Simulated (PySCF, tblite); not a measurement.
# C₅H₈FS radical: geometry, infrared bands and EPR parameters

What infrared bands and EPR parameters should C₅H₈FS radical (`CCC[C@@]1(F)[CH]S1`) show?

Computed with tblite 0.8.0 and PySCF 2.14.0, with density-fitted response routines of our own, on a single molecule in the gas phase. Atoms count from 0, in the outputs and in this text.

## (1) Starting geometry

15 atoms, charge 0, multiplicity 2; geometry from: force field or distance geometry start.

Bonds of the start (Å): C0–C1 1.51, C1–C2 1.55, C2–C3 1.50, C3–F4 1.38, C3–C5 1.45, C5–S6 1.72, S6–C3 1.74, C0–H7 1.10, C0–H8 1.10, C0–H9 1.08, C1–H10 1.10, C1–H11 1.10, C2–H12 1.08, C2–H13 1.09, C5–H14 1.09.

## (2) Geometry optimisation with GFN2-xTB

Job settings and geometry (Å):

```
{"job": {"kind": "relax", "xc": "GFN2-xTB", "basis": "xTB"}, "charge": 0, "multiplicity": 2}
C     -0.893300     0.523400    -1.561600
C     -1.144200    -0.227300    -0.272900
C      0.110200    -0.971600     0.255800
C      1.182800    -0.032200     0.721000
F      1.794000     0.728000    -0.248500
C      1.068800     0.589600     2.022800
S      2.265100    -0.641400     1.943100
H     -0.209200     1.369700    -1.411300
H     -1.841600     0.931400    -1.933200
H     -0.493500    -0.132700    -2.327600
H     -1.933200    -0.972700    -0.440700
H     -1.518900     0.458500     0.499700
H      0.500200    -1.604800    -0.533000
H     -0.218500    -1.643200     1.054400
H      1.326900     1.633300     2.210000
```

On the command line:

```sh
> OMP_NUM_THREADS=1 python probes_run.py task.json out
```

One launch serves the whole session: the jobs run in the order shown.

**Question.** This job is followed by: GFN2-xTB harmonic vibrations, gas phase; UKS B3LYP, pcH-1 on C F H S, non-relativistic, mean-field spin-orbit, GIAO. Predict these results of the whole session: strongest single infrared mode (GFN2-xTB); zero-point energy (GFN2-xTB); g(iso) (B3LYP); ⟨S²⟩; largest a(iso) (averaged by class); potential on the surface of density 0.002 e/bohr³, 1st and 99th percentile.

The runs gave:

| quantity | value |
| --- | --- |
| strongest single infrared mode (GFN2-xTB) | 1044 cm⁻¹, 58 km/mol |
| zero-point energy (GFN2-xTB) | 73.4 kcal/mol |
| g(iso) (B3LYP) | 2.00613 |
| ⟨S²⟩ | 0.755 (exact 0.75) |
| largest a(iso) (averaged by class) | 13C on C5, 252.4 MHz |
| potential on the surface of density 0.002 e/bohr³, 1st and 99th percentile | -0.78 V and 1.07 V |

What this shows: Relaxing lowered the energy by 0.208 eV in 69 steps; the close pair that moved most is C3–S6, from 1.742 to 1.856 Å. All 39 modes are real, so the xTB geometry is a minimum. The strongest single mode, at 1044 cm⁻¹, is spread over many atoms; the largest shares are those of C3, H12. GFN2-xTB is a fitted tight-binding method: band positions and strengths are rough. Its intensities can rank the bands wrongly. The largest share of the spin, 0.72 e, sits on C5. The isotropic g lies 3.8 ppt above the free-electron value. These values are for one conformer; the search (at its own cheap level) found 2 more, at 1.45, 2.75 kcal/mol, and measured spectra average over such forms.
